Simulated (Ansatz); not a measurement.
# CH5ClNSTa: taking an electron away

Aim: the vertical ionisation energy of CH5ClNSTa, as cation minus neutral at the neutral's geometry, on several levels, and how well −ε(HOMO) stands in for it.

Program: Ansatz 0.2.0, Gaussian basis. Level of theory: unrestricted cation, the program's frozen cores in correlated methods. These are calculated values, not measurements.

Levels to be run: UKS PBE-D4/def2-TZVPP; UKS r2SCAN-D4/def2-TZVPP; UKS PBE0-D4/def2-TZVPP; UKS B3LYP-D4/def2-TZVPP; UKS wB97X-V/def2-TZVPP; UKS wB97M-V/def2-TZVPP; UKS B2PLYP/def2-TZVPP; UHF-CCSD(T)/def2-TZVPP; UHF-MP2/def2-QZVPP; extrapolation to the limit; then −ε(HOMO) from the neutral's earlier runs with LDA (SPW92), PBE-D4, revPBE-D4, BLYP-D4, r2SCAN-D4, B97M-V, PBE0-D4, B3LYP-D4, r2SCANh-D4, r2SCAN0-D4, HSE06-D4, BHLYP-D4, CAM-B3LYP-D4, LC-ωPBE, ωB97X-V, ωB97M-V.

### 1 The geometry

The geometry comes from an earlier relaxation with PBE0-D4/def2-TZVP; it is a stationary point, not always the lowest conformer. Ta takes the def2 core potential; no spin-orbit term is included.

SMILES `[CH3][Ta]([NH2])(=[S])[Cl]`, 10 atoms, charge 0, spin multiplicity 1.

Atoms are counted from 1 here; the program's logs count them from 0.

Bond lengths: C1–Ta2 2.142 Å, C1–H6 1.097 Å, C1–H7 1.093 Å, C1–H8 1.096 Å, Ta2–N3 1.950 Å, Ta2–S4 2.154 Å, Ta2–Cl5 2.304 Å, N3–H9 1.013 Å, N3–H10 1.009 Å. Angles: Ta2–C1–H6 110.1°, Ta2–C1–H7 112.6°, Ta2–C1–H8 109.2°, H6–C1–H7 108.6°, H6–C1–H8 108.4°, H7–C1–H8 107.9°, C1–Ta2–N3 105.4°, C1–Ta2–S4 105.6°, C1–Ta2–Cl5 107.7°, N3–Ta2–S4 107.3°, N3–Ta2–Cl5 114.7°, S4–Ta2–Cl5 115.4°, Ta2–N3–H9 123.0°, Ta2–N3–H10 126.4°, H9–N3–H10 110.5°.

Geometry (Å):

```xyz
10

C    -1.42925   -0.61032   -0.01669
Ta    0.34919    0.44749   -0.57205
N     1.59455    0.17823    0.90473
S     1.13988   -0.60619   -2.27563
Cl   -0.23332    2.64456   -0.95105
H    -1.85285   -0.17978    0.89898
H    -1.24881   -1.67491    0.14974
H    -2.17015   -0.51509   -0.81886
H     1.49246    0.63515    1.80260
H     2.44160   -0.37034    0.88123
```

### 2 Cation, UKS PBE-D4/def2-TZVPP

in.yaml

```yaml
crystal:
  periodic: [false, false, false]
  atoms:
    - {symbol: C, position_ang: [-1.429252, -0.610323, -0.016686]}
    - {symbol: Ta, position_ang: [0.349193, 0.447493, -0.572054]}
    - {symbol: N, position_ang: [1.594549, 0.178229, 0.904726]}
    - {symbol: S, position_ang: [1.139876, -0.606193, -2.275629]}
    - {symbol: Cl, position_ang: [-0.233319, 2.644556, -0.951054]}
    - {symbol: H, position_ang: [-1.852851, -0.179776, 0.898981]}
    - {symbol: H, position_ang: [-1.248809, -1.674906, 0.149741]}
    - {symbol: H, position_ang: [-2.170147, -0.515089, -0.818857]}
    - {symbol: H, position_ang: [1.492459, 0.635153, 1.802598]}
    - {symbol: H, position_ang: [2.441602, -0.370344, 0.881235]}
basis:
  gaussian: {orbitals: def2-TZVPP}
total_charge: 1
magnetization: {spin_polarized: true, initial_magnetization: 1}
hamiltonian: {xc: pbe, dispersion: d4}
```

Launch:

```sh
$ ansatz run in.yaml --threads 2 --pin off --events-out ev --progress --plain --max-ram 32768MiB --backend cuda --devices 0, --max-vram 18GiB
```

The runs that follow: Cation, UKS r2SCAN-D4/def2-TZVPP; Cation, UKS PBE0-D4/def2-TZVPP; Cation, UKS B3LYP-D4/def2-TZVPP; Cation, UKS wB97X-V/def2-TZVPP; Cation, UKS wB97M-V/def2-TZVPP; Cation, UKS B2PLYP (frozen core)/def2-TZVPP; Cation, UHF-CCSD(T)/def2-TZVPP; Cation, UHF-MP2/def2-QZVPP.

Q: Predict the results of all the runs planned. Wanted: ionisation energy, CCSD(T)/CBS; nearest functional by difference; nearest −ε(HOMO); −ε(HOMO) of PBE; T1 of the cation.

As calculated:

| quantity | value |
| --- | --- |
| ionisation energy, CCSD(T)/CBS | 9.76 eV |
| nearest functional by difference | B2PLYP (-0.22 eV) |
| nearest −ε(HOMO) | ωB97X-V (+0.06 eV) |
| −ε(HOMO) of PBE | 6.42 eV |
| T1 of the cation | 0.023 |

What this shows: Energy differences with functionals land within 0.52 eV of the reference. The PBE orbital energy is 3.3 eV too small: a semilocal HOMO is no ionisation energy. Among orbital estimates ωB97X-V comes nearest. Hartree-Fock falls 1.41 eV short, as the neutral has more correlation energy than the cation. Correlated methods include outer-core shells of Ta, which these sets cover unevenly.
